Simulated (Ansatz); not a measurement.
MnV, space group Pm-3m: a frozen displacement of one atom, run with Ansatz 0.2.0, Python API.

Script `push_mnv.py`:
```python
# -*- coding: utf-8 -*-
"""Frozen displacement of one atom in MnV."""

import logging
import sys

import ansatz as az
import numpy as np
from pymatgen.core import Lattice, Structure
from pymatgen.io.ase import AseAtomsAdaptor

logging.basicConfig(stream=sys.stdout, format="%(levelname)s:%(name)s:%(message)s")
logger = logging.getLogger("ansatz_job")
logger.setLevel(logging.INFO)

pmg_structure = Structure(
    Lattice([(2.9, 0.0, 0.0), (0.0, 2.9, 0.0), (0.0, 0.0, 2.9)]),
    ["Mn", "V"],
    [
        (0.0, 0.0, 0.0),
        (0.5, 0.5, 0.5),
    ],
)
system = az.Crystal.from_ase(AseAtomsAdaptor.get_atoms(pmg_structure)).moments(Mn=4, V=1.5)

inverse = np.linalg.inv(np.array(system.lattice.vectors))
home = np.array(system.sites[0].position)
values = np.linspace(-0.2, 0.2, 5)
energies, pulls = [], []
for shift in values:
    moved = system.move(0, to=home + shift * inverse[2])
    model = (
        moved.calculation()
        .occupations(az.OccupationsMethod.FERMI_DIRAC, width=0.15)
        .spin("collinear")
        .kpoints(10, 10, 10, center="gamma")
        .functional("PBEsol")
        .forces()
    )
    rep = model.run(threads=1).report
    energies.append(rep["free_energy_ev"])
    pulls.append(rep["forces_ev_ang"][0][2])

# the force is minus the slope of the free energy
logger.info("shift (A)   dE (eV)   force along z (eV/A)")
for shift, e, f in zip(values, energies, pulls):
    logger.info(f"{shift:8.3f} {e - energies[2]:10.5f} {f:12.4f}")
logger.info(f"stiffness from energies {2 * np.polyfit(values, energies, 2)[0]:.3f}, from forces {-np.polyfit(values, pulls, 1)[0]:.3f} eV/A^2")
```

How stiff is this displacement, and do energies and forces agree?

The curvature of the energy gives 5.000 eV/Å² and the slope of the force 5.017 eV/Å², a positive curvature.

The run itself:

```console
$ python push_mnv.py
DeckWarning: basis.ecutwfc = 420 eV, auto-derived from the records' recommended cutoffs: set by Mn (normal level)
RunWarning: the starting moments were not kept: the SCF closed with an absolute magnetisation of 3.0e-6 μB, where they sum to 5.5 μB in size (2 sites). That is at most 0.1 of that sum. Measured as dr2_m measures the in/out step, that magnetisation stands 2.9e-12 eV from none, at or under the dr2_threshold of 1.0e-7 [...]
INFO:ansatz_job:shift (A)   dE (eV)   force along z (eV/A)
INFO:ansatz_job:  -0.200    0.09978       1.0062
INFO:ansatz_job:  -0.100    0.02457       0.4960
INFO:ansatz_job:   0.000    0.00000       0.0000
INFO:ansatz_job:   0.100    0.02457      -0.4960
INFO:ansatz_job:   0.200    0.09978      -1.0062
INFO:ansatz_job:stiffness from energies 5.000, from forces 5.017 eV/A^2
```
(Warnings from the package without file and line, shortened, repeats left out.)

The SCF didn't keep the moments it started from (some shrank, vanished or turned); what is printed is the state reached. For a metal this k-point mesh is coarse: on a finer one energies can move by several to tens of meV an atom and pressures by half a GPa or more, differences at one mesh by less. In a metal a curvature from energy changes of a few meV or less hangs on mesh and smearing, in size and even in sign. The structure is a deposited one; some such entries were measured under pressure or heat, so a shift against it needn't be the functional's error alone. All periodic images of the atom move with it, so the curvature is one diagonal element of the zone-centre force constants and no normal mode; a positive value doesn't exclude soft modes in which several atoms move. Timing: 110 s on 1 thread of Arm Neoverse V1 (shared host), peak memory 0.58 GiB.
